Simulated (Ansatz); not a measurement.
**C₅H₆O₃: a ladder of functionals and wavefunction methods**

One table from this session's results is given with a row withheld; the runs are named, their logs left out.

Program: Ansatz 0.2.0, Gaussian basis. Level of theory: functionals in def2-TZVPP, the program's frozen cores in correlated methods. These are calculated values, not measurements.

Plan: PBE-D4, r2SCAN-D4, PBE0-D4, B3LYP-D4, ωB97X-V, ωB97M-V, B2PLYP; CCSD(T)/def2-TZVPP; MP2/def2-QZVPP; extrapolation to the limit.

### The relaxed structure

All runs share one geometry, relaxed beforehand with PBE0-D4 in a triple-zeta def2 set.

SMILES `C#CCOC(=O)OC`, 14 atoms, charge 0, spin multiplicity 1.

Atoms are counted from 1 here; the program's logs count them from 0.

Bond lengths: C1–C2 1.199 Å, C1–H9 1.064 Å, C2–C3 1.453 Å, C3–O4 1.427 Å, C3–H10 1.092 Å, C3–H11 1.091 Å, O4–C5 1.336 Å, C5–O6 1.200 Å, C5–O7 1.326 Å, O7–C8 1.424 Å, C8–H12 1.087 Å, C8–H13 1.091 Å, C8–H14 1.091 Å. Angles: C2–C1–H9 179.6°, C1–C2–C3 179.3°, C2–C3–O4 112.2°, C2–C3–H10 110.1°, C2–C3–H11 110.3°, O4–C3–H10 109.7°, O4–C3–H11 105.1°, H10–C3–H11 109.3°, C3–O4–C5 114.9°, O4–C5–O6 126.1°, O4–C5–O7 107.7°, O6–C5–O7 126.2°, C5–O7–C8 114.5°, O7–C8–H12 105.6°, O7–C8–H13 110.6°, O7–C8–H14 110.6°, H12–C8–H13 110.5°, H12–C8–H14 110.4° and more.

The first run:

in.yaml reads:

```yaml
crystal:
  periodic: [false, false, false]
  atoms:
    - {symbol: C, position_ang: [-3.275943, 0.555472, -0.058311]}
    - {symbol: C, position_ang: [-2.229173, 0.783870, -0.595876]}
    - {symbol: C, position_ang: [-0.968005, 1.072126, -1.256841]}
    - {symbol: O, position_ang: [0.125663, 1.109321, -0.340187]}
    - {symbol: C, position_ang: [0.661697, -0.080887, -0.056498]}
    - {symbol: O, position_ang: [0.348193, -1.130842, -0.544689]}
    - {symbol: O, position_ang: [1.609574, 0.109668, 0.850475]}
    - {symbol: C, position_ang: [2.292050, -1.075011, 1.249602]}
    - {symbol: H, position_ang: [-4.203028, 0.345536, 0.420797]}
    - {symbol: H, position_ang: [-0.773150, 0.329376, -2.033596]}
    - {symbol: H, position_ang: [-0.995038, 2.065521, -1.706641]}
    - {symbol: H, position_ang: [3.020095, -0.756843, 1.992023]}
    - {symbol: H, position_ang: [1.593779, -1.792104, 1.682518]}
    - {symbol: H, position_ang: [2.793287, -1.535193, 0.397213]}
basis:
  gaussian: {orbitals: def2-TZVPP}
hamiltonian: {xc: pbe, dispersion: d4}
output: {forces: true, orbitals: {seedname: orbitals}}
```

Started as:

```sh
$ ansatz run in.yaml --threads 2 --pin off --events-out ev --progress --plain --max-ram 22528MiB --backend cuda --devices 0, --max-vram 18GiB
```

Among the steps run: PBE-D4 (GGA); r2SCAN-D4 (meta-GGA); PBE0-D4 (hybrid); B3LYP-D4 (hybrid); ωB97X-V (range-separated); ωB97M-V (range-separated); B2PLYP (double hybrid); CCSD(T) in def2-TZVPP; MP2 in def2-QZVPP.

One of the session's tables, all rows but one given; the rest of the session is left out.

| method | atomisation energy (eV) |
| --- | --- |
| PBE-D4 | 66.348 |
| r2SCAN-D4 | 64.162 |
| PBE0-D4 | 64.326 |
| B3LYP-D4 | 63.736 |
| ωB97X-V | 63.862 |
| ωB97M-V | 64.031 |
| B2PLYP | ? |
| HF/def2-TZVPP | 44.360 |
| MP2/def2-TZVPP | 64.061 |
| CCSD/def2-TZVPP | 60.661 |
| CCSD(T)/def2-TZVPP | 61.982 |
| MP2/CBS | 65.777 |
| CCSD(T)/CBS | 63.699 |

Estimate the missing values for B2PLYP.

As computed: atomisation energy (eV): 63.269. In the column «atomisation energy (eV)» it lies between CCSD(T)/def2-TZVPP (61.982) and CCSD(T)/CBS (63.699).
